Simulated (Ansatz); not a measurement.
The system is MgGe2.

```
CELL_PARAMETERS angstrom
5.52149 -1.84985 0.00000
5.52149 1.84985 0.00000
-3.21762 0.00000 6.00777
ATOMIC_POSITIONS crystal
Ge 0.52923 0.52923 0.29362
Ge 0.47077 0.47077 0.70638
Ge 0.88039 0.88039 0.98544
Ge 0.11961 0.11961 0.01456
Mg 0.81529 0.81529 0.34925
Mg 0.18471 0.18471 0.65075
```

The cell comes from a database or a generator and needn't be the stable form of this composition.

```yaml
Program: Ansatz 0.2.0
Task: single point
Functional: PBEsol
Potentials_or_basis: Ansatz PAW
Cutoff: "420 eV (not typed: the program's choice for these potentials)"
k_mesh: 8 × 8 × 5
Occupations: fermi-dirac, width 0.05 eV
Spin: no spin polarisation
```

On this cell: pressure -2.7 GPa; largest force 0.157 eV/Å; band gap on the k mesh none (metal or under the smearing width).

The same run follows on a disturbed copy (atoms moved at random, drawn with an rms of 0.05 Å):

```
Ge Mg
1.0
     5.52149   -1.84985    0.00000
     5.52149    1.84985    0.00000
    -3.21762    0.00000    6.00777
Ge Mg
4 2
Cartesian
  4.9098 -0.0077 1.7989
  2.9496 0.0224 4.2273
  6.5277 -0.0065 5.9335
  1.2725 0.0075 0.1225
  7.8463 0.0148 2.1149
  -0.0973 0.0100 3.9226
```

Question: What does the disturbed cell give?

Answer: The energy (extrapolated to zero smearing) moves by +3.0 meV/atom; pressure -2.9 GPa; largest force 0.343 eV/Å; band gap on the k mesh none (metal or under the smearing width).

Forces in eV/Å, atoms in the order of the input:
```
Ge  -0.225  0.030 -0.258
Ge   0.087 -0.037  0.212
Ge   0.251  0.003  0.169
Ge  -0.267  0.025 -0.189
Mg   0.053 -0.002  0.002
Mg   0.101 -0.017  0.064
```

Stress tensor (GPa, compression positive):
```
-3.15  0.02  0.12
 0.02 -2.14  0.07
 0.12  0.07 -3.51
```

Caveats: the PAW data sets come from PBE, with cores solved anew for the run's functional, which leaves a small shift of forces and pressure.
